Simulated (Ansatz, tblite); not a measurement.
## A script for SnO₂ (GFN1-xTB)

These are simulated results from tblite 0.8.0, not measurements. The cell was built from a prototype and was relaxed with r2SCAN in plane waves (Ansatz 0.2.0). Not every such cell is a known phase. All runs are without spin polarisation.

Space group P4_2/mnm (No. 136), tetragonal; a = 4.761 Å, c = 3.200 Å in the conventional setting, 12.09 Å³ an atom. Sn is surrounded by 6 O at 2.06–2.07 Å; O is surrounded by 3 Sn at 2.06–2.07 Å.

tblite solves periodic systems at the zone centre alone, so the script builds a cluster of 2×2×3 conventional cells (72 atoms), which folds in a coarse mesh of k points.

Input script:

```python
import json
from ase import Atoms
from ase.build import make_supercell
from ase.units import Bohr, GPa, Hartree
from tblite.interface import Calculator

atoms = Atoms(['Sn', 'Sn', 'O', 'O', 'O', 'O'],
              cell=[[4.760574, 0.0, -0.0], [0.0, 4.760574, -0.0], [-0.0, -0.0, 3.20008]],
              scaled_positions=[[0.0, -0.0, -0.0], [0.5, 0.5, 0.5], [0.305878, 0.305878, 0.0], [0.194122, 0.805878, 0.5], [0.805878, 0.194122, 0.5], [0.694122, 0.694122, 0.0]],
              pbc=True)
cluster = make_supercell(atoms, [[2, 0, 0], [0, 2, 0], [0, 0, 3]])
calc = Calculator('GFN1-xTB', cluster.numbers, cluster.positions / Bohr, lattice=cluster.cell[:] / Bohr, periodic=cluster.pbc)
calc.set('temperature', 0.02 / Hartree)
calc.set('max-iter', 150)
res = calc.singlepoint()
levels = res.get('orbital-energies') * Hartree
nv = round(res.get('orbital-occupations').sum() / 2)
cells = len(cluster) // len(atoms)
out = {'energy_per_cell': res.get('energy') * Hartree / cells, 'homo': levels[nv - 1], 'lumo': levels[nv],
       'stress': (-res.get('virial') * Hartree / cluster.get_volume() / GPa).tolist(), 'charges': res.get('charges')[:len(atoms)].tolist(), 'electrons': 2 * nv / cells}
json.dump(out, open('results.json', 'w'))
for key, value in out.items():
    print(key, value)
```

Command: `python run.py`. It took 2.3 s on 1 thread of Intel(R) Xeon(R) 6975P-C (Granite Rapids) (shared host), peak memory 0.11 GiB.

What it printed:

```
------------------------------------------------------------
  cycle        total energy    energy error   density error
------------------------------------------------------------
      1     -283.5807327746  -2.8338779E+02   6.9165581E-01
      2     -286.4780730455  -2.8973403E+00   2.4562354E-01
      3     -286.4997668853  -2.1693840E-02   1.0662399E-01
      4     -286.5008380000  -1.0711148E-03   5.0222375E-03
      5     -286.5008467105  -8.7105080E-06   1.7993851E-03
      6     -286.5004909032   3.5580737E-04   2.1764564E-03
      7     -286.5008715628  -3.8065966E-04   7.0307653E-05
      8     -286.5008716011  -3.8286544E-08   6.1733050E-05
      9     -286.5008719382  -3.3705828E-07   7.4210581E-06
------------------------------------------------------------

 total:                                   1.897 sec
energy_per_cell -649.6738185522897
homo -16.92884428981584
lumo -16.928843994029013
stress [[-8.23961303696365, -1.3946285373313218e-05, 3.5102249736601878e-06], [-1.3946285373323605e-05, -8.239613036963805, 3.510224970583606e-06], [3.5102249735846473e-06, 3.5102249705125816e-06, -12.023630287960348]]
charges [0.7111185509363689, 0.711111517634023, -0.3555675805052949, -0.3555517245791011, -0.3555517245791344, -0.3555437999261082]
electrons 32.0
```

The cycle table is in hartree for the whole cluster, and the lines after it are in eV (the energy for one cell). The printed stress is in GPa and positive in compression, and the pressure is its mean diagonal.

GFN1-xTB gives no gap at the points read. On the same cell, plane-wave PBE (Ansatz, 6×6×8 k points and the special points) gives a gap of 1.10 eV and r2SCAN a gap of 1.77 eV; on shared hosts these took about 3.5 and 7.6 core-seconds on the 6-atom cell, against 2.3 for the script. Spin-orbit coupling, left out in all these runs, can cut or reorder the gap by tenths of an eV, up to about 1 eV with Pb or Bi. This method closes a gap that PBE finds, a failure in kind.

The same script was run on cells scaled at fixed shape and fractional coordinates:

| volume (Å³/atom) | energy (meV/atom) | pressure (GPa, positive in compression) | gap (eV) |
| --- | --- | --- | --- |
| 10.64 | -25.0 | 5.92 | 0.00 |
| 11.36 | -29.7 | -3.25 | 0.00 |
| 12.09 | 0.0 | -9.50 | 0.00 |
| 12.81 | 53.6 | -13.90 | 0.00 |
| 13.54 | 124.1 | -17.07 | 0.00 |

A Birch-Murnaghan fit puts the minimum at 11.07 Å³/atom, 8.4 % below the given cell, with a bulk modulus of 132 GPa at fixed shape.

xTB was fitted mostly to molecules, and a small cluster samples few k points, so gaps, pressures and kinks along a curve can be far from a solid's.

No spin-orbit coupling is included; it can move band edges with weight on the heavy atoms by tenths of an eV.
